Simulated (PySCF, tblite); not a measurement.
**C4H12BFGe: geometry, infrared bands and NMR shifts**

What infrared bands and NMR shifts should C4H12BFGe (`C[B](C)[Ge@@H]([CH3])[CH2]F`) show?

The runs use tblite 0.8.0 and PySCF 2.14.0, with density-fitted response routines of our own; the level of theory stands in each step. All values are computed, except where a source is named. Atoms count from 0, in the outputs and in this text.

**1. The starting structure**

19 atoms, charge 0, multiplicity 1; geometry from: force field or distance geometry start.

Bonds of the start (Å): C0–B1 1.60, B1–C2 1.60, B1–Ge3 2.02, Ge3–C4 1.95, Ge3–C5 1.95, C5–F6 1.38, C0–H7 1.11, C0–H8 1.11, C0–H9 1.10, C2–H10 1.10, C2–H11 1.10, C2–H12 1.12, Ge3–H13 1.54, C4–H14 1.12, C4–H15 1.10, C4–H16 1.10, C5–H17 1.10, C5–H18 1.12.

**2. Geometry optimisation with GFN2-xTB**

Job settings and geometry (Å):

```
{"job": {"kind": "relax", "xc": "GFN2-xTB", "basis": "xTB"}, "charge": 0, "multiplicity": 1}
C      1.542100    -1.541800    -0.156800
B      1.069800    -0.016100    -0.075700
C      2.114100     1.102100     0.379100
Ge    -0.836500     0.481700    -0.508200
C     -1.836300    -1.120400    -0.986900
C     -1.660700     1.291800     1.058900
F     -1.637300     0.400700     2.110100
H      0.929700    -2.145100     0.545100
H      1.392200    -1.910500    -1.191000
H      2.600700    -1.634700     0.121900
H      2.481100     0.879100     1.392200
H      2.950800     1.126900    -0.335600
H      1.601400     2.098400     0.393300
H     -0.846900     1.479600    -1.680600
H     -2.886100    -0.830400    -1.225800
H     -1.371100    -1.584300    -1.873600
H     -1.822200    -1.835400    -0.147300
H     -2.705800     1.560900     0.826200
H     -1.088900     2.206900     1.347200
```

Run with:

```console
$ OMP_NUM_THREADS=1 python probes_run.py task.json out
```

One launch serves the whole session: the jobs run in the order shown.

**Question.** This job is followed by: GFN2-xTB harmonic vibrations, gas phase; GIAO PBE0/pcSseg-1 NMR shielding, non-relativistic, gas phase. What will the session give for the following? strongest single infrared mode (GFN2-xTB); zero-point energy (GFN2-xTB); 13C shifts against TMS (PBE0/pcSseg-1, means over atoms taken as alike); 1H shifts against TMS (PBE0/pcSseg-1, means over atoms taken as alike); 11B shifts against BF3·OEt2 (PBE0/pcSseg-1); 73Ge shifts against GeMe4 (PBE0/pcSseg-1); 19F shifts against CFCl3 (PBE0/pcSseg-1); surface potential, 1st and 99th percentile.

**Answer**, as computed:

| quantity | value |
| --- | --- |
| strongest single infrared mode (GFN2-xTB) | 1863 cm⁻¹, 616 km/mol |
| zero-point energy (GFN2-xTB) | 92.7 kcal/mol |
| 13C shifts against TMS (PBE0/pcSseg-1, means over atoms taken as alike) | 87.6, 24.3, -7.2 ppm |
| 1H shifts against TMS (PBE0/pcSseg-1, means over atoms taken as alike) | 5.32, 5.15, 3.99, 1.65, 0.40 ppm |
| 11B shifts against BF3·OEt2 (PBE0/pcSseg-1) | 109.0 ppm |
| 73Ge shifts against GeMe4 (PBE0/pcSseg-1) | -180 ppm |
| 19F shifts against CFCl3 (PBE0/pcSseg-1) | -289.0 ppm |
| surface potential, 1st and 99th percentile | -1.13 V and 0.95 V |

What this shows: Over 138 steps the energy fell by 0.334 eV; of the close pairs, Ge3–C5 changed most, 1.947 to 2.012 Å. The lowest mode is slightly imaginary (12i cm⁻¹), a soft motion within the noise of the Hessian, so the minimum is not strictly shown. The strongest single mode, at 1863 cm⁻¹, moves mainly H13. Unscaled tight-binding wavenumbers are off by several per cent, some by more. Its intensities can rank the bands wrongly. By nearest atom (PBE0/pcSseg-1), the HOMO sits on B1 24 %; Ge3 22 % and the LUMO on B1 57 %; Ge3 7 %. Spin-orbit coupling is left out, which matters for shieldings and couplings at and beside the heavy atoms.
